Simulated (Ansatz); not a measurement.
# ClGaH4SeSi: small, medium and large basis sets

One table from this session's results is given with a row withheld; the runs are named, their logs left out.

Computed with Ansatz 0.2.0, Gaussian basis. Level: one geometry, several basis sets.

Plan: PBE0-D4/def2-SVP; ωB97M-V/def2-SVP; PBE0-D4/def2-QZVPP; ωB97M-V/def2-QZVPP; the functionals' def2-TZVPP values are taken from earlier runs.

### The geometry

All runs share one geometry, relaxed beforehand with PBE0-D4 in a triple-zeta def2 set.

SMILES `[SiH3][Se][GaH][Cl]`, 8 atoms, charge 0, spin multiplicity 1.

Atoms are counted from 1 here; the program's logs count them from 0.

Bond lengths: Si1–Se2 2.287 Å, Si1–H5 1.485 Å, Si1–H6 1.483 Å, Si1–H7 1.483 Å, Se2–Ga3 2.309 Å, Ga3–Cl4 2.142 Å, Ga3–H8 1.552 Å. Angles: Se2–Si1–H5 109.8°, Se2–Si1–H6 109.0°, Se2–Si1–H7 109.1°, H5–Si1–H6 109.8°, H5–Si1–H7 109.8°, H6–Si1–H7 109.4°, Si1–Se2–Ga3 96.4°, Se2–Ga3–Cl4 113.8°, Se2–Ga3–H8 126.5°, Cl4–Ga3–H8 119.7°.

As a file:

```xyz
8
charge 0, multiplicity 1
Si   -1.4668   -0.2934   -0.5241
Se    0.5100    0.4702   -1.3836
Ga    1.7102    0.3484    0.5855
Cl    3.7506    0.9713    0.3939
H    -1.3056   -0.5914    0.9217
H    -1.8656   -1.5246   -1.2483
H    -2.5089    0.7457   -0.7087
H     1.1761   -0.1263    1.9637
```

The first run:

in.yaml reads:

```yaml
crystal:
  periodic: [false, false, false]
  atoms:
    - {symbol: Si, position_ang: [-1.466765, -0.293369, -0.524148]}
    - {symbol: Se, position_ang: [0.509958, 0.470236, -1.383635]}
    - {symbol: Ga, position_ang: [1.710236, 0.348391, 0.585455]}
    - {symbol: Cl, position_ang: [3.750556, 0.971309, 0.393901]}
    - {symbol: H, position_ang: [-1.305642, -0.591407, 0.921721]}
    - {symbol: H, position_ang: [-1.865561, -1.524585, -1.248323]}
    - {symbol: H, position_ang: [-2.508869, 0.745687, -0.708685]}
    - {symbol: H, position_ang: [1.176088, -0.126251, 1.963713]}
basis:
  gaussian: {orbitals: def2-SVP}
hamiltonian: {xc: pbe0, dispersion: d4}
output: {orbitals: {seedname: orbitals}}
```

Run with:

```
ansatz run in.yaml --threads 2 --pin off --events-out ev --progress --plain --max-ram 32768MiB --backend cpu
```

Among the steps run: PBE0-D4 in def2-SVP; ωB97M-V in def2-SVP; PBE0-D4 in def2-QZVPP; ωB97M-V in def2-QZVPP.

One of the session's tables, all rows but one given; the rest of the session is left out.

It belongs to the step «Density functionals: the series». 

| functional | basis | HOMO (eV) | LUMO (eV) |
| --- | --- | --- | --- |
| PBE0-D4 | def2-SVP | -7.49 | -1.44 |
| PBE0-D4 | def2-TZVPP | ? | ? |
| PBE0-D4 | def2-QZVPP | -7.58 | -1.61 |
| ωB97M-V | def2-SVP | -9.54 | 0.31 |
| ωB97M-V | def2-TZVPP | -9.65 | 0.13 |
| ωB97M-V | def2-QZVPP | -9.66 | 0.00 |

Q: Estimate the row for PBE0-D4, def2-TZVPP from the others.

The run gave: HOMO (eV): -7.57; LUMO (eV): -1.57. In the column «HOMO (eV)» it lies between PBE0-D4, def2-QZVPP (-7.58) and PBE0-D4, def2-SVP (-7.49).
